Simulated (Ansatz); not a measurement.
# CCSD/cc-pVTZ run of NO2F (nitryl fluoride)

Aim: the electronic atomisation energy of NO2F (nitryl fluoride) at CCSD/cc-pVTZ, from 4 runs. 

The calculation is run with Ansatz 0.2.0.

36 further runs of the same task are left out: 36 set aside as unsound or not needed.

### Step 1. The structure to begin with

NO2F has 4 atoms, charge 0, and is taken as a singlet. As SMILES, `O=[N+]([O-])F`. The coordinates come from a PBE0-D4/def2-TZVP relaxation.

Bond lengths: O1–N2 1.170 Å, N2–O3 1.170 Å, N2–F4 1.442 Å. Angles: O1–N2–O3 135.6°, O1–N2–F4 112.2°, O3–N2–F4 112.2°.

### Step 2. The energy at CCSD/cc-pVTZ

Contents of molecule.yaml:

```yaml
crystal:
  periodic: [false, false, false]
  atoms:
    - {symbol: O, position_ang: [0.188290, 0.469930, 1.120250]}
    - {symbol: N, position_ang: [0.079720, -0.071800, 0.089140]}
    - {symbol: O, position_ang: [0.476580, -1.068680, -0.376880]}
    - {symbol: F, position_ang: [-0.744590, 0.670550, -0.832510]}
basis:
  gaussian: {orbitals: cc-pVTZ}
accuracy: high
correlation: {method: ccsd, frozen_orbitals: {F: 1, "N": 1, O: 1}}
scf: {omitted_lower_state_checks: [cluster_reference, increment]}
```

Launch:

```
$ ansatz run molecule.yaml --threads 1 --pin off --max-ram 3480MiB --events-out events.jsonl --progress --plain --runs-dir runs
```

The log of the run:

```text
Warning: RAYON_NUM_THREADS=1 ignored (pool sized by the plan → 1); use --threads N
Functional definition: HF
  name "HF"
  exchange = exact_x
  correlation = 0
these checks for a lower state are left out or cut short: cluster_reference, increment
2042 factors; integrals over basis functions are off by at most 3.0e-9 eV
mean field evaluation 1: about -8254.1646 eV, gradient 5.8e1 eV
mean field evaluation 2: about -8254.1798 eV, gradient 5.8e1 eV
mean field evaluation 4: about -8259.4843 eV, gradient 3.3e0 eV
mean field evaluation 8: about -8259.5409 eV, gradient 2.6e-1 eV
mean field -8259.54127008 eV, -303.5325431574 hartree, gradient 2.8e-8 eV, S^2 0.000000; 0 other end points of the search recorded, 0 dependent functions left out; unrestricted orbitals would lower it
4 core orbitals not correlated: weight in the atoms' cores, before any rotation towards them, 1.000 or more for the frozen orbitals, at most 0.000 for the correlated occupied ones
reference -8259.54127008 eV, -303.5325431574 hartree; 12, 12 occupied and 104, 104 virtual orbitals, 2042 factors
second order -25.84198771 eV of doubles, -0.00000000 eV of singles
cycle   1  -24.22577577 eV  change     1.6e0 eV  update   1.5e-1
cycle   2  -25.08003216 eV  change   -8.5e-1 eV  update   5.7e-2
cycle   3  -25.26604040 eV  change   -1.9e-1 eV  update   2.1e-2
cycle   4  -25.23798379 eV  change    2.8e-2 eV  update   6.1e-3
cycle   5  -25.23305205 eV  change    4.9e-3 eV  update   3.0e-3
cycle   6  -25.23552312 eV  change   -2.5e-3 eV  update   1.1e-3
cycle   7  -25.23465016 eV  change    8.7e-4 eV  update   4.8e-4
cycle   8  -25.23448999 eV  change    1.6e-4 eV  update   1.8e-4
cycle   9  -25.23460592 eV  change   -1.2e-4 eV  update   6.3e-5
cycle  10  -25.23463617 eV  change   -3.0e-5 eV  update   3.2e-5
cycle  11  -25.23460009 eV  change    3.6e-5 eV  update   8.2e-6
cycle  12  -25.23461404 eV  change   -1.4e-5 eV  update   4.6e-6
cycle  13  -25.23461075 eV  change    3.3e-6 eV  update   1.8e-6
cycle  14  -25.23461348 eV  change   -2.7e-6 eV  update   8.6e-7
cycle  15  -25.23461357 eV  change   -9.9e-8 eV  update   2.1e-7
cycle  16  -25.23461335 eV  change    2.2e-7 eV  update   7.8e-8
cycle  17  -25.23461335 eV  change    5.2e-9 eV  update   3.8e-8
cycle  18  -25.23461277 eV  change    5.7e-7 eV  update   1.4e-7
cycle  19  -25.23461290 eV  change   -1.3e-7 eV  update   3.8e-8
cycle  20  -25.23461286 eV  change    4.7e-8 eV  update   1.3e-8
cycle  21  -25.23461286 eV  change   -4.8e-9 eV  update   4.3e-9
cycle  22  -25.23461287 eV  change   -4.0e-9 eV  update   1.4e-9
cycle  23  -25.23461287 eV  change   -1.8e-9 eV  update  5.2e-10
Total energy: -8284.77588295 eV, -304.4598980757 hartree
Checks for a lower state left out: cluster_reference, increment
```

It took 17 s on 1 thread of Arm Neoverse V2, shared host; peak memory 0.89 GiB.

### Step 3. The F atom at the same level

Contents of input.yaml:

```yaml
crystal:
  periodic: [false, false, false]
  atoms:
    - {symbol: F, position_ang: [0.000000, 0.000000, 0.000000]}
basis:
  gaussian:
    orbitals: cc-pVTZ
correlation:
  method: ccsd
  frozen_orbitals: {F: 1}
magnetization:
  spin_polarized: true
  initial_magnetization: 1
scf:
  omitted_lower_state_checks: [cluster_reference, increment]
accuracy: high
```

Run the same way, it converges to -99.61677 Eh (log not shown).

### Step 4. The N atom at the same level

Contents of job.yaml:

```yaml
crystal:
  periodic: [false, false, false]
  atoms:
    - {symbol: "N", position_ang: [0.000000, 0.000000, 0.000000]}
basis:
  gaussian: {orbitals: cc-pVTZ}
magnetization: {spin_polarized: true, initial_magnetization: 3}
correlation: {method: ccsd, frozen_orbitals: {"N": 1}}
accuracy: high
scf: {omitted_lower_state_checks: [cluster_reference, increment]}
```

Run the same way, it converges to -54.51243 Eh (log not shown).

### Step 5. The O atom, same level

Contents of job.yaml:

```yaml
crystal:
  periodic: [false, false, false]
  atoms:
    - {symbol: O, position_ang: [0.000000, 0.000000, 0.000000]}
basis:
  gaussian:
    orbitals: cc-pVTZ
magnetization:
  spin_polarized: true
  initial_magnetization: 2
correlation:
  method: ccsd
  frozen_orbitals: {O: 1}
accuracy: high
scf:
  omitted_lower_state_checks: [cluster_reference, increment]
```

Run the same way, it converges to -74.97105 Eh (log not shown).

### Step 6. Outcome

Level: CCSD/cc-pVTZ, 4 core orbitals frozen.

| quantity | value |
| --- | --- |
| molecule: total energy | -304.45990 Eh |
| molecule: correlation energy (4 core orbitals frozen) | -927.4 mEh |
| molecule: T1 diagnostic | 0.018 |
| F atom: total energy | -99.61677 Eh |
| F atom: correlation energy (1 core orbital frozen) | -211.2 mEh |
| F atom: ⟨S²⟩ of the reference determinant | 0.753 |
| F atom: T1 diagnostic | 0.005 |
| N atom: total energy | -54.51243 Eh |
| N atom: correlation energy (1 core orbital frozen) | -111.7 mEh |
| N atom: ⟨S²⟩ of the reference determinant | 3.756 |
| N atom: T1 diagnostic | 0.005 |
| O atom: total energy | -74.97105 Eh |
| O atom: correlation energy (1 core orbital frozen) | -159.3 mEh |
| O atom: ⟨S²⟩ of the reference determinant | 2.007 |
| O atom: T1 diagnostic | 0.005 |
| electronic atomisation energy | 10.574 eV |

In words: Taking the molecule apart into free atoms costs 10.57 eV (244 kcal/mol), before zero-point energy and without spin-orbit coupling. The restricted solution (molecule) is unstable to spin breaking: an unrestricted one lies lower.
